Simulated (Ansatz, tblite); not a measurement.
# Ge23H32 off sphere (Ge23H32): spin states and exact exchange

Is the singlet the ground state of Ge23H32 off sphere (Ge23H32)? Other spin states are computed and compared level by level.

Method: as each input shows; program: Ansatz 0.2.0, Gaussian basis.

Plan: triplet, at the geometry of the singlet (GFN1-xTB, GFN2-xTB, PBE0-D4/def2-SVP, PBE-D4/def2-SVP); the singlet's energies come from earlier runs.

1 further run of the same task is left out (set aside as unsound or not needed). Runs told in other sessions of the task aren't counted.

## Step 1: The geometry

The singlet was relaxed beforehand with PBE-D4/def2-SVP.

55 atoms, charge 0, spin multiplicity 1.

Bond lengths: Ge1–Ge13 2.451 Å, Ge1–Ge14 2.447 Å, Ge1–H24 1.558 Å, Ge1–H25 1.557 Å, Ge2–Ge12 2.444 Å, Ge2–Ge16 2.448 Å, Ge2–H26 1.559 Å, Ge2–H27 1.554 Å, Ge3–Ge15 2.451 Å, Ge3–Ge17 2.450 Å, Ge3–H28 1.560 Å, Ge3–H29 1.556 Å, Ge4–Ge13 2.449 Å, Ge4–Ge18 2.448 Å, Ge4–Ge19 2.447 Å, Ge4–H30 1.562 Å, Ge5–Ge15 2.455 Å, Ge5–Ge18 2.449 Å and more. Angles: Ge13–Ge1–Ge14 112.5°, Ge13–Ge1–H24 109.7°, Ge13–Ge1–H25 108.7°, Ge14–Ge1–H24 109.2°, Ge14–Ge1–H25 108.9°, H24–Ge1–H25 107.6°, Ge12–Ge2–Ge16 111.7°, Ge12–Ge2–H26 109.5°, Ge12–Ge2–H27 109.1°, Ge16–Ge2–H26 109.2°, Ge16–Ge2–H27 109.7°, H26–Ge2–H27 107.6°, Ge15–Ge3–Ge17 109.3°, Ge15–Ge3–H28 108.6°, Ge15–Ge3–H29 111.1°, Ge17–Ge3–H28 108.9°, Ge17–Ge3–H29 111.0°, H28–Ge3–H29 107.9° and more.

## Step 2: Triplet at the fixed geometry, GFN1-xTB

Tight binding, by tblite at 300 K electronic temperature and without a spin-polarisation term:

```python
tblite.interface.Calculator('GFN1-xTB', numbers, positions, charge=0, uhf=2).singlepoint()
```

Energy -1520.2793 eV; 0.78 s.

## Step 3: Triplet at the fixed geometry, GFN2-xTB

Tight binding, by tblite at 300 K electronic temperature and without a spin-polarisation term:

```python
tblite.interface.Calculator('GFN2-xTB', numbers, positions, charge=0, uhf=2).singlepoint()
```

Energy -1655.1409 eV; 1 s.

## Step 4: Triplet at the fixed geometry, PBE0-D4/def2-SVP

Contents of in.yaml:

```yaml
crystal:
  periodic: [false, false, false]
  atoms:
    - {symbol: Ge, position_ang: [-4.520005, 1.745946, -0.628599]}
    - {symbol: Ge, position_ang: [-1.961889, -3.684485, 2.423435]}
    - {symbol: Ge, position_ang: [1.229750, -3.903050, -0.726571]}
    - {symbol: Ge, position_ang: [-1.646385, 1.814382, -3.514340]}
    - {symbol: Ge, position_ang: [1.138889, -1.037347, -3.483999]}
    - {symbol: Ge, position_ang: [-1.669289, -1.047584, -0.669846]}
    - {symbol: Ge, position_ang: [-1.630590, 1.684745, 2.237739]}
    - {symbol: Ge, position_ang: [1.200810, -1.068383, 2.130524]}
    - {symbol: Ge, position_ang: [1.195586, 1.796261, -0.660290]}
    - {symbol: Ge, position_ang: [4.019990, -1.149928, -0.765029]}
    - {symbol: Ge, position_ang: [3.875340, 2.025235, 2.407336]}
    - {symbol: Ge, position_ang: [-3.169162, -2.278812, 0.829240]}
    - {symbol: Ge, position_ang: [-3.052140, 0.418373, -2.074257]}
    - {symbol: Ge, position_ang: [-3.276860, 3.037754, 1.037040]}
    - {symbol: Ge, position_ang: [-0.251344, -2.480575, -2.064996]}
    - {symbol: Ge, position_ang: [-0.221625, -2.427345, 3.598841]}
    - {symbol: Ge, position_ang: [2.611885, -2.492125, 0.723491]}
    - {symbol: Ge, position_ang: [-0.270413, 0.357977, -4.920953]}
    - {symbol: Ge, position_ang: [-0.137766, 3.195924, -2.171381]}
    - {symbol: Ge, position_ang: [2.589142, 0.350807, -2.069007]}
    - {symbol: Ge, position_ang: [-0.225819, 0.359572, 0.729159]}
    - {symbol: Ge, position_ang: [2.544584, 0.359721, 3.605901]}
    - {symbol: Ge, position_ang: [2.504562, 3.262106, 0.804376]}
    - {symbol: H, position_ang: [-5.376375, 2.716391, -1.496804]}
    - {symbol: H, position_ang: [-5.499533, 0.784175, 0.106705]}
    - {symbol: H, position_ang: [-2.964097, -4.268192, 3.464719]}
    - {symbol: H, position_ang: [-1.323059, -4.880188, 1.664240]}
    - {symbol: H, position_ang: [2.161208, -4.699658, -1.691280]}
    - {symbol: H, position_ang: [0.414660, -4.932532, 0.107981]}
    - {symbol: H, position_ang: [-2.551783, 2.721802, -4.407714]}
    - {symbol: H, position_ang: [2.051861, -1.950945, -4.365103]}
    - {symbol: H, position_ang: [-2.373172, 0.699045, 3.188176]}
    - {symbol: H, position_ang: [-0.730475, 2.597334, 3.123093]}
    - {symbol: H, position_ang: [4.764592, -2.106223, -1.747866]}
    - {symbol: H, position_ang: [5.094097, -0.355383, 0.034020]}
    - {symbol: H, position_ang: [5.039296, 1.324243, 1.656264]}
    - {symbol: H, position_ang: [4.503462, 3.020925, 3.427354]}
    - {symbol: H, position_ang: [-4.176574, -3.129413, -0.000744]}
    - {symbol: H, position_ang: [-3.995100, -1.219142, 1.618848]}
    - {symbol: H, position_ang: [-3.944135, -0.479910, -2.991376]}
    - {symbol: H, position_ang: [-4.283416, 3.652454, 2.056333]}
    - {symbol: H, position_ang: [-2.542020, 4.214799, 0.335600]}
    - {symbol: H, position_ang: [-1.161318, -3.367905, -2.973847]}
    - {symbol: H, position_ang: [0.675843, -3.407932, 4.412847]}
    - {symbol: H, position_ang: [-0.904460, -1.466477, 4.617671]}
    - {symbol: H, position_ang: [3.507101, -3.387560, 1.638216]}
    - {symbol: H, position_ang: [-1.176062, -0.543196, -5.811093]}
    - {symbol: H, position_ang: [0.629680, 1.214241, -5.861071]}
    - {symbol: H, position_ang: [0.839016, 3.960970, -3.116616]}
    - {symbol: H, position_ang: [-0.932966, 4.256931, -1.355455]}
    - {symbol: H, position_ang: [3.468498, 1.255198, -2.991513]}
    - {symbol: H, position_ang: [1.559307, 1.104546, 4.555252]}
    - {symbol: H, position_ang: [3.467592, -0.527969, 4.493169]}
    - {symbol: H, position_ang: [1.491035, 4.148601, 1.588671]}
    - {symbol: H, position_ang: [3.390046, 4.211793, -0.056491]}
basis:
  gaussian: {orbitals: def2-SVP, fitting: {mean_field: def2-universal-jkfit}}
magnetization: {spin_polarized: true, initial_magnetization: 2}
hamiltonian: {xc: pbe0, dispersion: d4}
scf: {omitted_lower_state_checks: [starts]}
output: {orbitals: {seedname: orbitals}}
```

The run is started by

```bash
$ ansatz run in.yaml --threads 11 --pin off --events-out ev --progress --plain --max-ram 110592MiB --backend cuda --devices 0, --max-vram 75GiB
```

Standard output:

```text
Functional definition: PBE0
  name "PBE0"
  cite "Adamo & Barone, J. Chem. Phys. 110, 6158 (1999) doi:10.1063/1.478522"
  cite "Perdew, Burke & Ernzerhof, Phys. Rev. Lett. 77, 3865 (1996) doi:10.1103/PhysRevLett.77.3865"
  parent pbe
  parameter a = 0.25
  parameter kappa = 0.804
  parameter beta = 0.06672455060314922
  exchange = (1 - a)*pbe_x(kappa = kappa, mu = beta*pi^2/3) + a*exact_x
  correlation = pbe_c(beta = beta)
these checks for a lower state are left out or cut short: starts
6694 factors; integrals over basis functions are off by at most 3.4e-1 eV
mean field evaluation 1: about -1300121.0872 eV, gradient 4.0e1 eV
mean field evaluation 2: about -1300120.3587 eV, gradient 4.0e1 eV
mean field evaluation 4: about -1300124.3066 eV, gradient 4.9e0 eV
mean field evaluation 8: about -1300124.4517 eV, gradient 6.0e-1 eV
mean field evaluation 16: about -1300124.4808 eV, gradient 6.0e-2 eV
mean field evaluation 32: about -1300124.5209 eV, gradient 5.4e-6 eV
mean field -1300124.52089411 eV, -47778.6948868069 hartree, gradient 5.4e-6 eV, S^2 2.005104; 0 other end points of the search recorded, 0 dependent functions left out
reference -1300124.52097299 eV, -47778.6948897055 hartree; 385, 383 occupied and 511, 513 virtual orbitals, 6694 factors
Total energy: -1300128.14340824 eV, -47778.8280117455 hartree
Checks for a lower state left out: starts
```

Run time: 64 s. Hardware: 1 × H100 with 11 threads of AMD EPYC 7R13, shared host; peak host memory 1.8 GiB.

Report: HOMO -2.45 eV, LUMO -5.68 eV (over both spins; with the spin held, an empty level of the minority spin lies below the top filled one); ⟨S²⟩ 2.005 (pure: 2.00).

## Step 5: Triplet at the fixed geometry, PBE-D4/def2-SVP

start.molden holds the orbitals of an earlier run on this state, given as this run's starting guess.

in.yaml: that of step 4 with these lines changed.

```diff
@@ -59,5 +59,5 @@
 basis:
-  gaussian: {orbitals: def2-SVP, fitting: {mean_field: def2-universal-jkfit}}
+  gaussian: {orbitals: def2-SVP, fitting: {mean_field: def2-universal-jkfit}, initial_orbitals: start.molden}
 magnetization: {spin_polarized: true, initial_magnetization: 2}
-hamiltonian: {xc: pbe0, dispersion: d4}
+hamiltonian: {xc: pbe, dispersion: d4}
 scf: {omitted_lower_state_checks: [starts]}
```

The command is unchanged.

Standard output:

```text
Functional definition: PBE
  name "PBE"
  cite "Perdew, Burke & Ernzerhof, Phys. Rev. Lett. 77, 3865 (1996) doi:10.1103/PhysRevLett.77.3865"
  parent pbe
  parameter kappa = 0.804
  parameter beta = 0.06672455060314922
  exchange = pbe_x(kappa = kappa, mu = beta*pi^2/3)
  correlation = pbe_c(beta = beta)
these checks for a lower state are left out or cut short: starts
6694 factors; integrals over basis functions are off by at most 3.4e-1 eV
mean field evaluation 1: about -1300088.4608 eV, gradient 1.6e1 eV
mean field evaluation 2: about -1300089.4287 eV, gradient 9.6e-1 eV
mean field evaluation 4: about -1300089.4155 eV, gradient 1.6e-1 eV
mean field evaluation 8: about -1300089.4262 eV, gradient 4.6e-2 eV
mean field evaluation 16: about -1300089.4263 eV, gradient 2.6e-5 eV
mean field -1300089.42628714 eV, -47777.4051837884 hartree, gradient 1.5e-6 eV, S^2 2.001831; 0 other end points of the search recorded, 0 dependent functions left out
reference -1300089.42639223 eV, -47777.4051876505 hartree; 385, 383 occupied and 511, 513 virtual orbitals, 6694 factors
Total energy: -1300093.36432004 eV, -47777.5499038285 hartree
Checks for a lower state left out: starts
```

Wall time 20 s (1 × H100 with 11 threads of AMD EPYC 7R13, shared host); peak host memory 1.7 GiB.

From the report: HOMO -2.05 eV, LUMO -5.87 eV (over both spins; with the spin held, an empty level of the minority spin lies below the top filled one); ⟨S²⟩ 2.002 (pure: 2.00).

## Step 6: Triplet less singlet, vertical

The singlet's energies are those of its earlier runs, whose logs aren't repeated here.

```
           level  triplet less singlet, vertical (eV)   time
        GFN1-xTB                               +2.909  1.4 s
        GFN2-xTB                               +3.607  1.8 s
 PBE-D4/def2-SVP                               +3.904   25 s
PBE0-D4/def2-SVP                               +4.482   79 s
```

Times add the two runs; a level without a time comes out of a correlated run. Tight binding without a spin term can't rank spin states.

## Step 7: Outcome

| quantity | value |
| --- | --- |
| triplet less singlet, vertical, functionals in def2-SVP | +3.904 (PBE-D4) to +4.482 eV (PBE0-D4) |

In words: All functionals put the triplet above the singlet, over a spread of 0.578 eV. The checks for a lower triplet were left out, so another state of that spin may lie lower. These are electronic energies, without zero-point motion, entropy or surroundings.
